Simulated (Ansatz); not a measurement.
# TaN: the cost of one run

Program: Ansatz 0.2.0. Level of theory: DFT LDA, scalar-relativistic, plane waves, PAW. These are calculated values, not measurements.

3 further runs of the same task are left out: 1 that didn't finish, 2 set aside as unsound or not needed.

### 1 The system as given

Symmetry: Fm-3m, No. 225, cubic system. Conventional cell: a = 4.349 Å, b = 4.349 Å, c = 4.349 Å, α = 90.00°, β = 90.00°, γ = 90.00°. Around Ta (site symmetry m-3m) lie 6 N at 2.17 Å. N (site symmetry m-3m) is surrounded by 6 Ta at 2.17 Å.

As a file:

```
Ta N
1.0
     0.00000    2.17472    2.17472
     2.17472    0.00000    2.17472
     2.17472    2.17472    0.00000
Ta N
1 1
Direct
  0.50000 0.50000 0.50000
  0.00000 0.00000 0.00000
```

It is the result of an earlier relaxation at this level (volume 10.29 Å³/atom; gap on the mesh: none (metal)).

### 2 Phonons at Γ, at rest

input.yaml reads:

```yaml
crystal:
  lattice:
    - [0.0, 2.174715353, 2.174715353]
    - [2.174715353, 0.0, 2.174715353]
    - [2.174715353, 2.174715353, 0.0]
  atoms:
    - { symbol: Ta, position: [0.5, 0.5, 0.5] }
    - { symbol: "N", position: [0.0, 0.0, 0.0] }
basis:
  ecutwfc: 420
kpoints:
  mp_grid: { grid: [16, 16, 16] }
hamiltonian:
  xc: lda
scf:
  occupations: { method: fermi_dirac, width: 0.15 }
output:
  eigenvalues: true
phonons:
  method: dfpt
  eigenvectors: true
```

The run is started by

```sh
$ ansatz run input.yaml --threads 1 --pin off --max-ram 3072MiB --backend cpu --events-out ev --progress --plain --runs-dir out
```

What time and memory should one allow on 1 thread of Intel Xeon Platinum 8259CL at 2.50GHz (Skylake/Cascade Lake), shared host?

About 36 s, with a peak of 0.62 GiB.
